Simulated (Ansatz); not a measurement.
# AlAsBFH6Si: the cost of one run

Program: Ansatz 0.2.0. Level of theory: RKS PBE0-D4/def2-SVP. These are calculated values, not measurements.

## Step 1: The structure to begin with

Bond lengths: F1–B2 1.446 Å, B2–Si3 1.912 Å, B2–Al4 2.048 Å, Al4–As5 2.400 Å, Si3–H6 1.504 Å, Si3–H7 1.464 Å, Si3–H8 1.478 Å, Al4–H9 1.672 Å, As5–H10 1.593 Å, As5–H11 1.536 Å. Angles (14 of 15 angles, heavy atoms first): F1–B2–Si3 117.7°, F1–B2–Al4 125.0°, Si3–B2–Al4 117.3°, B2–Al4–As5 122.6°, B2–Si3–H6 109.6°, B2–Si3–H7 112.1°, B2–Si3–H8 111.9°, B2–Al4–H9 117.1°, As5–Al4–H9 120.3°, Al4–As5–H10 89.7°, Al4–As5–H11 90.8°, H6–Si3–H7 107.6°, H6–Si3–H8 106.8°, H7–Si3–H8 108.6°.

As a file:

```xyz
11

F    -1.6110   -1.6127    1.6582
B    -0.8110   -0.7701    0.7980
Si    1.0203   -1.2514    0.5359
Al   -1.4858    0.9102   -0.1579
As   -0.0890    2.2258   -1.5996
H     1.9077   -0.1324    1.0073
H     1.3289   -1.4985   -0.8741
H     1.3914   -2.4496    1.3169
H    -3.0855    1.3319    0.0813
H     1.0425    2.2353   -0.4787
H     0.4569    0.9543   -2.2667
```

## Step 2: Relaxing end A

input.yaml

```yaml
crystal:
  periodic: [false, false, false]
  atoms:
    - { symbol: F, position_ang: [-1.611, -1.6127, 1.6582] }
    - { symbol: B, position_ang: [-0.811, -0.7701, 0.798] }
    - { symbol: Si, position_ang: [1.0203, -1.2514, 0.5359] }
    - { symbol: Al, position_ang: [-1.4858, 0.9102, -0.1579] }
    - { symbol: As, position_ang: [-0.089, 2.2258, -1.5996] }
    - { symbol: H, position_ang: [1.9077, -0.1324, 1.0073] }
    - { symbol: H, position_ang: [1.3289, -1.4985, -0.8741] }
    - { symbol: H, position_ang: [1.3914, -2.4496, 1.3169] }
    - { symbol: H, position_ang: [-3.0855, 1.3319, 0.0813] }
    - { symbol: H, position_ang: [1.0425, 2.2353, -0.4787] }
    - { symbol: H, position_ang: [0.4569, 0.9543, -2.2667] }
basis:
  gaussian: { orbitals: def2-SVP }
hamiltonian:
  xc: pbe0
  dispersion: d4
relax:
  f_tol: 0.015
  max_steps: 40
```

On the command line:

```bash
$ ansatz run input.yaml --threads 2 --pin off --max-ram 3072MiB --backend cpu --events-out ev --progress --plain --runs-dir out
```

**Question.** How long does this run take on 2 threads of Intel Xeon 6975P-C (Granite Rapids), shared host, and how much memory does it need?

About 1.7 min, with a peak of 0.36 GiB.
